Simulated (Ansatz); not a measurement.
# CH4BNOS: the cost of one run

Computed with Ansatz 0.2.0, Gaussian basis. Level: the settings change from run to run.

### Step 1. The geometry

The geometry comes from an earlier relaxation with PBE0-D4 in a triple-zeta def2 set; it is a stationary point, not always the lowest conformer.

SMILES `SC1NBO1`, 9 atoms, charge 0, spin multiplicity 1.

Atoms are counted from 1 here; the program's logs count them from 0.

Bond lengths: S1–C2 1.801 Å, S1–H6 1.343 Å, C2–N3 1.438 Å, C2–O5 1.436 Å, C2–H7 1.092 Å, N3–B4 1.410 Å, N3–H8 1.001 Å, B4–O5 1.397 Å, B4–H9 1.187 Å. Angles: C2–S1–H6 96.0°, S1–C2–N3 112.5°, S1–C2–O5 115.5°, S1–C2–H7 109.9°, N3–C2–O5 91.8°, N3–C2–H7 116.0°, O5–C2–H7 110.1°, C2–N3–B4 86.5°, C2–N3–H8 128.3°, B4–N3–H8 144.7°, N3–B4–O5 94.6°, N3–B4–H9 136.2°, O5–B4–H9 129.2°, C2–O5–B4 87.0°.

### Step 2. B97/def2-mTZVPP

Set apart from the defaults: relativity set to scalar, high accuracy.

Input file in.yaml:

```yaml
crystal:
  periodic: [false, false, false]
  atoms:
    - {symbol: S, position_ang: [-0.376167, 0.708526, 1.845043]}
    - {symbol: C, position_ang: [-0.404996, 0.289796, 0.094134]}
    - {symbol: N, position_ang: [0.041524, -1.053254, -0.158464]}
    - {symbol: B, position_ang: [1.049739, -0.474414, -0.957145]}
    - {symbol: O, position_ang: [0.662951, 0.841473, -0.690653]}
    - {symbol: H, position_ang: [-1.050405, 1.863828, 1.723900]}
    - {symbol: H, position_ang: [-1.369896, 0.563672, -0.338629]}
    - {symbol: H, position_ang: [-0.391993, -1.913423, 0.113846]}
    - {symbol: H, position_ang: [1.927743, -0.872504, -1.649133]}
basis:
  gaussian: {orbitals: def2-mTZVPP}
hamiltonian: {xc: {name: B97}, pseudopotentials: {relativity: scalar}}
accuracy: high
```

On the command line:

```sh
ansatz run in.yaml --threads 2 --pin off --events-out ev --progress --plain --max-ram 4352MiB
```

**Question.** How long does this run take on 2 threads of Arm Neoverse V1, shared host, and how much memory does it need?

About 23 s, with a peak of 0.77 GiB.
